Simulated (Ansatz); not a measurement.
What does this script print? It uses the Ansatz DFT code, driven from Python.

The script, `run_lattice.py`:
```python
# -*- coding: utf-8 -*-
import ansatz as az
import numpy as np

def edges_and_angles(cell):
    cell = np.asarray(cell)
    a, b, c = np.linalg.norm(cell, axis=1)
    cosines = cell[1] @ cell[2] / (b * c), cell[0] @ cell[2] / (a * c), cell[0] @ cell[1] / (a * b)
    return (a, b, c, *np.degrees(np.arccos(cosines)))

system = (
    az.Lattice.of((0.0, 2.678, 2.678), (2.678, 0.0, 2.678), (2.678, 2.678, 0.0))
    .atom('Co', (0.0, 0.0, 0.0))
    .atom('Si', (0.25, 0.25, 0.25))
    .atom('Si', (0.75, 0.75, 0.75))
    .moments(Co=1.8)
)

calc = system.calculation()
calc = calc.spin(az.SpinTreatment.COLLINEAR)
calc = calc.occupations('fermi_dirac')
calc = calc.kpoints(length=32)
calc = calc.relax(cell=True, force_tolerance=0.005, max_steps=100)

levels = [('pbe', 'd4'), ('lda', 'none'), ('r2scan', 'none'), ('pbe', 'd3bj')]
print('level            a       b       c    alpha   beta  gamma  V/atom  steps')
for name, dispersion in levels:
    seen = []
    run = calc.functional(name, dispersion=dispersion).session().plan()
    result = run.execute(on_event=lambda e: seen.append(e) if e['event'] == 'relax_step' else None)
    cell = result.lattice.cell_ang
    label = name if dispersion == 'none' else f'{name}+{dispersion}'
    print('{:13s} {:7.4f} {:7.4f} {:7.4f} {:6.2f} {:6.2f} {:6.2f}'.format(label, *edges_and_angles(cell)), f'{abs(np.linalg.det(cell)) / len(result.lattice.sites):7.3f} {len(seen):5d}')
```

`python run_lattice.py` gives:
```text
level            a       b       c    alpha   beta  gamma  V/atom  steps
DeckWarning: basis.ecutwfc = 420 eV, auto-derived from the records' recommended cutoffs: set by Co (normal level)
RunWarning: the starting moments were not kept: the SCF closed with an absolute magnetisation of 5.5e-7 μB, where they sum to 1.8 μB in size (1 site). That is at most 0.1 of that sum. Measured as dr2_m measures the in/out step, that magnetisation stands 3.1e-14 eV from none, at or under the dr2_threshold of 1.0e-7 eV: it is no larger than a step whose dr2_m would equal this threshold. The system may hold no moment; this SCF shows only that its start led to no more than that. To try another [...]
pbe+d4         3.7532  3.7532  3.7532  60.00  60.00  60.00  12.461     5
lda            3.7297  3.7297  3.7297  60.00  60.00  60.00  12.229     7
DeckWarning: basis.ecutwfc = 500 eV, auto-derived from the records' recommended cutoffs: set by Co (their level for a meta-GGA)
r2scan         3.7587  3.7587  3.7587  60.00  60.00  60.00  12.517     5
pbe+d3bj       3.7511  3.7511  3.7511  60.00  60.00  60.00  12.441     5
```
(Warnings from the package without file and line, shortened, repeats left out.)

From smallest to largest: LDA (12.23 Å³ an atom, -4.5 % against the start), PBE+D3BJ (12.44 Å³ an atom, -2.8 % against the start), PBE+D4 (12.46 Å³ an atom, -2.7 % against the start) and r2SCAN (12.52 Å³ an atom, -2.2 % against the start). The spread is 2.4 % in volume.

What to keep in mind:
- The SCF didn't keep the moments it started from (some shrank, vanished or turned); what is printed is the state reached.
- Forces vanish by symmetry, so the ions can't move, and the end may be a saddle.
- Dispersion corrections can be off by several per cent in the lattices of metals, and by several GPa in the pressure at a fixed cell.
- The mesh is modest for a metal, so energies can be off by several to tens of meV an atom and pressures by half a GPa or more; differences at equal mesh fare better.
- Edges and angles are those of the cell as typed, here a primitive one, not of the conventional cell.
- Of the deposited cell: the entry's cell lengths or inner coordinates differ somewhat from later room-temperature determinations.
- r2SCAN tends to overestimate the moments of itinerant magnets.
- The structure is a deposited one; some such entries were measured under pressure or heat, so a shift against it needn't be the functional's error alone.
- Wall time of the script: 2.3 min on 1 thread of Arm Neoverse V1 (shared host), peak memory 0.61 GiB.
